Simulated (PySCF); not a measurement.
**IrN₂⁻: relaxation and vibrations of the singlet**

Where does singlet IrN₂⁻ go from a linear start, is the end point a minimum, and what are its modes, charges and moments?

Program: PySCF 2.14.0. Level of theory: PBE0, basis Ir def2-TZVPD with ECP60, N def2-TZVPD, scalar-relativistic core potentials, no spin–orbit coupling, density fitting. These are calculated values, not measurements.

## 1. The starting structure

3 atoms, charge -1, spin multiplicity 1.

Bond lengths: Ir1–N2 1.750 Å, Ir1–N3 1.750 Å. Angles: N2–Ir1–N3 180.0°.

```xyz
3
charge -1 multiplicity 1
Ir    0.0000    0.0000    0.0000
N     0.0000    0.0000    1.7500
N     0.0000    0.0000   -1.7500
```

## 2. Relaxing the singlet from the linear start

One driver script runs all steps and calls PySCF; scf.py shows how it sets up the SCF of each step. The optimiser is the driver's own. Before each start the driver seeks the lowest SCF state from one or more starting densities and follows internal instabilities, so scf.py alone need not reach the same state.

The program finds D∞h symmetry in the start, which this walk keeps.

Contents of scf.py:

```python
from pyscf import gto, scf, dft
mol = gto.M(atom='''
Ir     0.000000     0.000000     0.000000
N      0.000000     0.000000     1.750000
N      0.000000     0.000000    -1.750000''',
    basis={'Ir': 'def2-TZVPD', 'N': 'def2-TZVPD'},
    ecp={'Ir': 'def2-TZVPD'},
    charge=-1, spin=0)
mf = dft.RKS(mol, xc='PBE0')
mf.grids.atom_grid = (50, 194)
aux = {'Ir': 'def2-universal-JKFIT', 'N': 'def2-universal-JKFIT'}
mf = mf.density_fit(auxbasis=aux)
mf.kernel()
```

Steps of the walk:

```
step  energy (Eh)  change (kJ/mol)  largest symmetric gradient (Eh/bohr)
   0  -213.618722             0.00                               0.01461
   1  -213.618948            -0.59                               0.00988
   2  -213.619110            -1.02                               0.00038
   3  -213.619110            -1.02                               0.00001
```

The walk needed 4.4 s of wall time on 4 threads, shared host.

End point (D∞h, 3 steps, 1.0 kJ/mol gained): Ir–N 1.736 Å (×2); N–Ir–N 180.0°.

## 3. Hessian and properties

On the finer grid the gradient is checked again; gradients at displacements of ±0.01 bohr then give force constants and infrared intensities.

Edit scf.py of step 2 so:

```diff
@@ -3,3 +3,3 @@
-Ir     0.000000     0.000000     0.000000
-N      0.000000     0.000000     1.750000
-N      0.000000     0.000000    -1.750000''',
+Ir    -0.000000     0.000000    -0.000000
+N     -0.000000     0.000000     1.736143
+N      0.000000     0.000000    -1.736143''',
@@ -10 +10 @@
-mf.grids.atom_grid = (50, 194)
+mf.grids.atom_grid = (75, 302)
```

The driver hands on the density of the step before, so the log starts near convergence.

SCF at the final geometry:

```text
init E= -213.619093082162
  HOMO = -0.0239355874775669  LUMO = 0.00725489695017245  gap/eV = 0.84874
cycle= 1 E= -213.619093082142  delta_E= 2.01e-11  |g|= 1.02e-05  |ddm|= 8.08e-06
  HOMO = -0.0239347147998128  LUMO = 0.00725372138777836  gap/eV = 0.84868
cycle= 2 E= -213.619093081776  delta_E= 3.66e-10  |g|= 4.29e-05  |ddm|= 4.43e-05
  HOMO = -0.0239353483839029  LUMO = 0.00725440390006327  gap/eV = 0.84872
cycle= 3 E= -213.619093082081  delta_E= -3.04e-10  |g|= 1.92e-05  |ddm|= 5.81e-05
  HOMO = -0.0239354795318469  LUMO = 0.00725457184852196  gap/eV = 0.84872
cycle= 4 E= -213.619093082162  delta_E= -8.15e-11  |g|= 2.62e-07  |ddm|= 2.22e-05
  HOMO = -0.0239353741056991  LUMO = 0.00725463104852686  gap/eV = 0.84872
Extra cycle  E= -213.619093082164  delta_E= -1.59e-12  |g|= 3.85e-07  |ddm|= 1.01e-06
converged SCF energy = -213.619093082164
```

The whole step took 9.3 s.

Geometry: D∞h; Ir–N 1.736 Å (×2); N–Ir–N 180.0°.

Harmonic modes (main isotopes):

```tsv
symmetry	ω (cm⁻¹)	IR (km/mol)
πu	429i	1748
σg+	1047	0.0
σu+	1201	10.6
```

2 modes are imaginary, the largest at 429i cm⁻¹: a saddle point, not a minimum.

Constants and moments:

```
Dipole moment about the centre of mass                          : 0.00 D
Highest occupied level                                          : -0.65 eV
Lowest empty level                                              : 0.20 eV
Rotational constants                                            : 0.1997 cm⁻¹
Zero-point energy (real modes)                                  : 13.4 kJ/mol
Principal polarisabilities                                      : 74.9, 126.9, 126.9 bohr³
Principal traceless quadrupole moments about the centre of mass : -24.00, 12.00, 12.00 D Å
```

Charges (e) and bond orders:

```csv
atom,Mulliken,Löwdin,polar tensor,Mayer order to Ir1
Ir1,0.51,0.50,2.08,–
"N2,3",-0.76,-0.75,-1.54,2.20
```

Outer orbital energies (eV). occupied: -5.32, -5.32, -5.17, -2.75, -2.75, -1.36, -1.36, -0.65; empty: 0.20, 3.78, 3.78, 4.00.

Mulliken populations on Ir1 (outside its core potential): s 2.16, p 6.71, d 7.54, f 0.08.

## 4. Leaving the saddle point

The start is the last point, displaced along its most imaginary mode.

The program finds C2v symmetry in the start, which this walk keeps. The walk stops when the largest gradient is under 0.0003 Eh/bohr and the energy has settled too.

Edit scf.py of step 3 so:

```diff
@@ -3,3 +3,3 @@
-Ir    -0.000000     0.000000    -0.000000
-N     -0.000000     0.000000     1.736143
-N      0.000000     0.000000    -1.736143''',
+Ir    -0.008261     0.015333    -0.000000
+N      0.056916    -0.105644     1.736143
+N      0.056916    -0.105644    -1.736143''',
@@ -10 +10 @@
-mf.grids.atom_grid = (75, 302)
+mf.grids.atom_grid = (50, 194)
```

Steps of the walk:

```
step  energy (Eh)  change (kJ/mol)  largest symmetric gradient (Eh/bohr)
   0  -213.623987             0.00                               0.02899
   1  -213.636455           -32.73                               0.04105
   2  -213.658087           -89.53                               0.04665
   3  -213.667262          -113.62                               0.06377
   4  -213.679400          -145.49                               0.05345
   5  -213.689048          -170.82                               0.00672
   6  -213.689205          -171.23                               0.00073
   7  -213.689206          -171.23                               0.00019
```

The walk took 11 s.

It settles in C2v symmetry, 171.2 kJ/mol below the start, after 7 steps: Ir–N 1.696 Å (×2); N–Ir–N 119.5°.

## 5. Frequencies

The same treatment as at the point before.

Edit scf.py of step 4 so:

```diff
@@ -3,3 +3,3 @@
-Ir    -0.008261     0.015333    -0.000000
-N      0.056916    -0.105644     1.736143
-N      0.056916    -0.105644    -1.736143''',
+Ir    -0.051237     0.095104     0.000000
+N      0.353602    -0.656335     1.465495
+N      0.353602    -0.656335    -1.465495''',
@@ -10 +10 @@
-mf.grids.atom_grid = (50, 194)
+mf.grids.atom_grid = (75, 302)
```

Log of the central SCF (cycles and frontier levels):

```text
init E= -213.689172052657
  HOMO = -0.0192546260235549  LUMO = 0.054670999411929  gap/eV = 2.01162
cycle= 1 E= -213.689172047669  delta_E= 4.99e-09  |g|= 0.000154  |ddm|= 0.000119
  HOMO = -0.019256848831974  LUMO = 0.0546710303909386  gap/eV = 2.01168
cycle= 2 E= -213.689171917456  delta_E= 1.3e-07  |g|= 0.000785  |ddm|= 0.000569
  HOMO = -0.0192569696370217  LUMO = 0.0546699204089158  gap/eV = 2.01165
cycle= 3 E= -213.689172052615  delta_E= -1.35e-07  |g|= 3.62e-05  |ddm|= 0.000475
  HOMO = -0.0192563395538663  LUMO = 0.0546700424737789  gap/eV = 2.01164
cycle= 4 E= -213.689172052866  delta_E= -2.51e-10  |g|= 1.03e-05  |ddm|= 3.29e-05
  HOMO = -0.0192557731757983  LUMO = 0.0546705173742126  gap/eV = 2.01164
cycle= 5 E= -213.689172052881  delta_E= -1.53e-11  |g|= 1.2e-07  |ddm|= 9.5e-06
  HOMO = -0.0192557876438162  LUMO = 0.0546704989560212  gap/eV = 2.01164
Extra cycle  E= -213.689172052882  delta_E= -1.25e-12  |g|= 1.47e-07  |ddm|= 6.53e-07
converged SCF energy = -213.689172052882
```

The whole step took 15 s.

Geometry: C2v; Ir–N 1.696 Å (×2); N–Ir–N 119.6°.

Modes, for the most abundant isotopes:

```csv
symmetry,ω (cm⁻¹),IR (km/mol),type
a1,355,0.2,bend
b2,944,171,stretch
a1,1076,23.2,stretch
```

All wavenumbers are real: a minimum.

Properties at this point:

| Item | Value |
| --- | --- |
| Dipole moment about the centre of mass | 3.27 D |
| Highest occupied level | -0.52 eV |
| Lowest empty level | 1.49 eV |
| Rotational constants | 0.9461, 0.2803, 0.2162 cm⁻¹ |
| Zero-point energy | 14.2 kJ/mol |
| Principal polarisabilities | 67.0, 78.5, 85.5 bohr³ |
| Principal traceless quadrupole moments about the centre of mass | -6.96, 1.32, 5.64 D Å |
| Entropy at 298.15 K and 1 bar | 271.6 J/(mol K) |
| Heat capacity Cp at 298.15 K | 42.9 J/(mol K) |
| Enthalpy at 298.15 K above 0 K | 11.04 kJ/mol |
| Rotational symmetry number | 2 |

Populations by atom (charges in e):

| atom | Mulliken | Löwdin | polar tensor | Mayer order to Ir1 |
| --- | --- | --- | --- | --- |
| Ir1 | -0.11 | 0.40 | 0.23 | – |
| N2,3 | -0.45 | -0.70 | -0.62 | 2.11 |

Mulliken populations on Ir1 (outside its core potential): s 3.52, p 6.48, d 7.05, f 0.06.

## 6. Stability of the closed shell

At the lowest minimum the closed shell is tested against spin polarisation, on the (50, 194) grid. It is unstable: an open-shell solution lies lower. That solution was not followed to a minimum here.

## 7. All stationary points

| spin | group | bonds | imaginary modes (cm⁻¹) | ΔE (kJ/mol) | with zero-point energy |
| --- | --- | --- | --- | --- | --- |
| singlet | C2v | Ir–N 1.696 Å (×2) | none | 0.0 | 0.0 |
| singlet | D∞h | Ir–N 1.736 Å (×2) | 429i, 429i | 184.0 | – |

## 8. Results

| quantity | value |
| --- | --- |
| minimum | singlet, C2v (closed shell, unstable towards spin polarisation) |
| geometry | Ir–N 1.696 Å (×2); N–Ir–N 119.6° |
| wavenumbers (cm⁻¹) | 355 (a1), 944 (b2), 1076 (a1) |
| dipole moment (centre of mass) | 3.27 D |
| highest occupied, lowest empty level | -0.52, 1.49 eV |
| polar-tensor charge of Ir1 | +0.23 e |
| zero-point energy | 14.2 kJ/mol |

From D∞h at the start the molecule goes to a C2v minimum, after a stop at a second-order saddle point 184.0 kJ/mol higher, from which it was pushed off along an imaginary mode. The strongest infrared band lies at 944 cm⁻¹ (b2, stretch). Other starts or spin states, not run here, may lie lower. A stability analysis at the minimum finds the closed shell unstable towards spin polarisation: an open-shell solution lies lower, and these values are not those of the lowest state. With an element this heavy the missing spin–orbit coupling can shift these numbers.

The search up to here needed 44 s of wall time on 4 threads, shared host.
